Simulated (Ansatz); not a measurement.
# Si2As3: the cost of one run

Program: Ansatz 0.2.0. Level of theory: DFT PBE, scalar-relativistic, plane waves, PAW. These are calculated values, not measurements.

**1. Starting point**

It takes space group R-3c (No. 167, trigonal). The conventional cell has a = 6.198 Å, b = 6.198 Å, c = 16.923 Å, α = 90.00°, β = 90.00°, γ = 120.00°. Around Si (site symmetry 3) lie 6 As at 2.42 to 2.57 Å. As (site symmetry 2) has 4 Si at 2.42 to 2.57 Å as nearest neighbours.

Coordinates:

```
CELL_PARAMETERS angstrom
3.09919 1.78932 5.64100
-3.09919 1.78932 5.64100
0.00000 -3.57864 5.64100
ATOMIC_POSITIONS crystal
Si 0.85218 0.85218 0.85218
Si 0.64782 0.64782 0.64782
Si 0.14782 0.14782 0.14782
Si 0.35218 0.35218 0.35218
As 0.05625 0.44375 0.75000
As 0.75000 0.05625 0.44375
As 0.44375 0.75000 0.05625
As 0.94375 0.55625 0.25000
As 0.25000 0.94375 0.55625
As 0.55625 0.25000 0.94375
```

(A quick probe on a coarse mesh, which set the mesh and smearing, is not shown.)

**3. Coarse relaxation**

input.yaml

```yaml
crystal:
  lattice:
    - [3.0991940211, 1.7893205023, 5.6409985263]
    - [-3.0991940211, 1.7893205023, 5.6409985263]
    - [0.0, -3.5786410048, 5.6409985263]
  atoms:
    - { symbol: Si, position: [0.85218, 0.85218, 0.85218] }
    - { symbol: Si, position: [0.64782, 0.64782, 0.64782] }
    - { symbol: Si, position: [0.14782, 0.14782, 0.14782] }
    - { symbol: Si, position: [0.35218, 0.35218, 0.35218] }
    - { symbol: As, position: [0.05625, 0.44375, 0.75] }
    - { symbol: As, position: [0.75, 0.05625, 0.44375] }
    - { symbol: As, position: [0.44375, 0.75, 0.05625] }
    - { symbol: As, position: [0.94375, 0.55625, 0.25] }
    - { symbol: As, position: [0.25, 0.94375, 0.55625] }
    - { symbol: As, position: [0.55625, 0.25, 0.94375] }
basis:
  ecutwfc: 420
kpoints:
  mp_grid: { grid: [3, 3, 3] }
hamiltonian:
  xc: pbe
scf:
  occupations: { method: gaussian, width: 0.1 }
  lower_state_search: "off"
output:
  forces: true
  stress: true
  eigenvalues: true
relax:
  adjacent_minimum: "off"
  f_tol: 0.04
  max_steps: 70
  cell: { stress_tol: 0.4 }
```

On the command line:

```bash
$ ansatz run input.yaml --threads 1 --pin off --max-ram 2560MiB --backend cpu --events-out ev --progress --plain --runs-dir out
```

Q: Estimate wall time and peak memory on 1 thread of Arm Neoverse V2, shared host.

About 34 s, with a peak of 0.47 GiB.
